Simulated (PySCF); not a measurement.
**One shape, several levels: C6H12O3 (propylene glycol methyl ether acetate (PGMEA))**

Wanted: a comparison of 4 runs (HF/STO-3G, HF/3-21G, B3LYP/6-31G*, SCS-MP2/def2-SVP) of C6H12O3 (propylene glycol methyl ether acetate (PGMEA)). Input form: a Python script.

The calculation is run with PySCF 2.14.0.

1 further run of the same task is left out (set aside as unsound or not needed).

**1. The molecule**

C6H12O3 has 21 atoms, charge 0, and is taken as a singlet. SMILES: `COCC(C)OC(C)=O`. Geometry: relaxed at PBE0-D4/def2-TZVP. This is one conformer, not always the lowest.

Some bond lengths: C1–O2 1.400 Å, O2–C3 1.399 Å, C3–C4 1.514 Å, C4–C5 1.509 Å, C4–O6 1.437 Å, O6–C7 1.342 Å, C7–C8 1.498 Å, C7–O9 1.201 Å, C1–H10 1.099 Å, C1–H11 1.090 Å, C1–H12 1.099 Å, C3–H13 1.100 Å, C3–H14 1.102 Å, C4–H15 1.092 Å, C5–H16 1.093 Å, C5–H17 1.090 Å. Some angles: C1–O2–C3 112.5°, O2–C3–C4 108.2°, C3–C4–C5 113.2°, C3–C4–O6 104.7°, C5–C4–O6 110.5°, C4–O6–C7 117.0°, O6–C7–C8 110.8°, O6–C7–O9 124.0°, C8–C7–O9 125.3°, O2–C1–H10 111.5°.

**2. A single-point energy at HF/STO-3G (run 1)**

The input, input.xyz:

```xyz
21

C     -1.731170    -2.453470     1.833700
O     -1.292600    -1.858810     0.644060
C     -0.538080    -0.702370     0.870560
C     -0.112060    -0.144300    -0.471040
C      0.788760    -1.076400    -1.244270
O      0.576860     1.076600    -0.156840
C      0.576270     2.034290    -1.096230
C      1.355220     3.228900    -0.637360
O      0.025320     1.932110    -2.158440
H     -2.373140    -1.773390     2.410520
H     -2.305490    -3.340330     1.566020
H     -0.885950    -2.753300     2.468620
H     -1.128830     0.053340     1.409380
H      0.351420    -0.927220     1.480500
H     -0.997260     0.099130    -1.062890
H      1.705990    -1.271800    -0.682690
H      1.046680    -0.644460    -2.211580
H      0.274880    -2.024110    -1.409690
H      0.987950     3.569860     0.331850
H      1.271230     4.023090    -1.374780
H      2.404030     2.952640    -0.509400
```

The input, run.py:

```python
from pyscf import gto, scf

system = gto.Mole()
system.atom = 'input.xyz'
system.max_memory = 1860
system.basis = 'sto-3g'
system.spin = 0
system.verbose = 3
system.build()

myscf = scf.RHF(system)
myscf.conv_tol = 1e-10
myscf.kernel()
if not myscf.converged:
    myscf = myscf.newton().run(myscf.mo_coeff, myscf.mo_occ)

e_tot = myscf.e_tot
print('E(%s) = %.9f' % ('HF', e_tot))
```

Command:

```sh
$ OMP_NUM_THREADS=1 python run.py
```

What it wrote:

```text
converged SCF energy = -452.958006674357
E(HF) = -452.958006674
```

It took 3.3 s on 1 thread of Intel Xeon at 2.70GHz, shared host; peak memory 0.11 GiB.

**3. A single-point energy at HF/3-21G (run 2)**

The input, calc.py:

```python
# COCC(C)OC(C)=O
from pyscf import gto

mol = gto.M(
    atom='''
C   -1.731170  -2.453470   1.833700
O   -1.292600  -1.858810   0.644060
C   -0.538080  -0.702370   0.870560
C   -0.112060  -0.144300  -0.471040
C    0.788760  -1.076400  -1.244270
O    0.576860   1.076600  -0.156840
C    0.576270   2.034290  -1.096230
C    1.355220   3.228900  -0.637360
O    0.025320   1.932110  -2.158440
H   -2.373140  -1.773390   2.410520
H   -2.305490  -3.340330   1.566020
H   -0.885950  -2.753300   2.468620
H   -1.128830   0.053340   1.409380
H    0.351420  -0.927220   1.480500
H   -0.997260   0.099130  -1.062890
H    1.705990  -1.271800  -0.682690
H    1.046680  -0.644460  -2.211580
H    0.274880  -2.024110  -1.409690
H    0.987950   3.569860   0.331850
H    1.271230   4.023090  -1.374780
H    2.404030   2.952640  -0.509400
''',
    spin=0,
    max_memory=1860,
    verbose=4,
    basis='3-21g',
)

myscf = mol.RHF()
myscf.conv_tol = 1e-10
myscf.kernel()
if not myscf.converged:
    myscf = myscf.newton().run(myscf.mo_coeff, myscf.mo_occ)

e_tot = myscf.e_tot
print('E = %.10f Eh' % e_tot)
```

Command:

```sh
$ OMP_NUM_THREADS=1 python calc.py
```

What it wrote:

```text
PySCF version 2.14.0

[... 79 lines left out ...]
converged SCF energy = -456.237375302353
E = -456.2373753024 Eh
```

It took 3.9 s on 1 thread of Intel Xeon at 2.70GHz, shared host; peak memory 0.24 GiB.

Run 3 isn't shown in full; the table further down has it.

**4. A single-point energy at SCS-MP2/def2-SVP (run 4)**

The input, calc.py:

```python
# COCC(C)OC(C)=O
from pyscf import gto, mp

molecule = gto.Mole()
molecule.atom = [
    ('C', (-1.731170, -2.453470, 1.833700)),
    ('O', (-1.292600, -1.858810, 0.644060)),
    ('C', (-0.538080, -0.702370, 0.870560)),
    ('C', (-0.112060, -0.144300, -0.471040)),
    ('C', (0.788760, -1.076400, -1.244270)),
    ('O', (0.576860, 1.076600, -0.156840)),
    ('C', (0.576270, 2.034290, -1.096230)),
    ('C', (1.355220, 3.228900, -0.637360)),
    ('O', (0.025320, 1.932110, -2.158440)),
    ('H', (-2.373140, -1.773390, 2.410520)),
    ('H', (-2.305490, -3.340330, 1.566020)),
    ('H', (-0.885950, -2.753300, 2.468620)),
    ('H', (-1.128830, 0.053340, 1.409380)),
    ('H', (0.351420, -0.927220, 1.480500)),
    ('H', (-0.997260, 0.099130, -1.062890)),
    ('H', (1.705990, -1.271800, -0.682690)),
    ('H', (1.046680, -0.644460, -2.211580)),
    ('H', (0.274880, -2.024110, -1.409690)),
    ('H', (0.987950, 3.569860, 0.331850)),
    ('H', (1.271230, 4.023090, -1.374780)),
    ('H', (2.404030, 2.952640, -0.509400)),
]
molecule.verbose = 4
molecule.max_memory = 1860
molecule.charge = 0
molecule.basis = 'def2-svp'
molecule.build()

mf = molecule.RHF()
mf.conv_tol = 1e-10
mf.kernel()
if not mf.converged:
    mf = mf.newton().run(mf.mo_coeff, mf.mo_occ)

pt = mp.MP2(mf, frozen=9).run()
energy = mf.e_tot + 1.2 * pt.e_corr_os + pt.e_corr_ss / 3
print('Final energy', energy)
```

Command:

```sh
$ OMP_NUM_THREADS=1 python calc.py
```

What it wrote:

```text
PySCF version 2.14.0

[... 79 lines left out ...]
converged SCF energy = -458.445904452705
[... 1 line left out ...]
******** <class 'pyscf.mp.mp2.RMP2'> ********
nocc = 27, nmo = 177
frozen orbitals 9
E(RMP2) = -459.825220724101  E_corr = -1.37931627139562
E(SCS-RMP2) = -459.804966720288  E_corr = -1.35906226758275
E_corr(same-spin) = -0.341673759336913
E_corr(oppo-spin) = -1.03764251205871
Final energy -459.8049667202879
```

It took 92 s on 1 thread of Intel Xeon at 2.70GHz, shared host; peak memory 2.5 GiB.

**5. Overview of the runs**

```csv
run,level,integration grid,frozen core orbitals,energy (Eh),dipole moment (D) of the reference,HOMO energy (eV),LUMO energy (eV),wall time
1,HF/STO-3G,–,–,-452.958007,2.15,-8.93,8.75,3.3 s
2,HF/3-21G,–,–,-456.237375,3.25,-11.34,5.20,3.9 s
3,B3LYP/6-31G* (spherical functions),5,–,-461.528505,2.78,-7.10,0.52,1.9 min
4,SCS-MP2/def2-SVP,–,9,-459.804967,3.26,-11.70,4.70,92 s
```

**6. Outcome**

| quantity | value |
| --- | --- |
| run 4: total energy | -459.80497 Eh |
| run 4: dipole moment (Hartree–Fock density) | 3.26 D |
| run 4: HOMO energy (Hartree–Fock orbitals) | -11.70 eV |
| run 4: LUMO energy (Hartree–Fock orbitals) | 4.70 eV |
| run 4: HOMO–LUMO gap (Hartree–Fock orbitals) | 16.40 eV |
| run 4: correlation energy (9 core orbitals frozen) | -1359.1 mEh |

**Reading.** Over runs 1, 2, 3 the dipole moment (its size) runs from 2.15 D (HF/STO-3G) to 3.25 D (HF/3-21G). Over runs 1, 2, 3 the HOMO–LUMO gap runs from 7.62 eV (B3LYP/6-31G*) to 17.68 eV (HF/STO-3G). The two ends differ in method and basis. In run 1 the basis is minimal, so the values are rough. All runs together took 3.5 min, the longest 1.9 min.
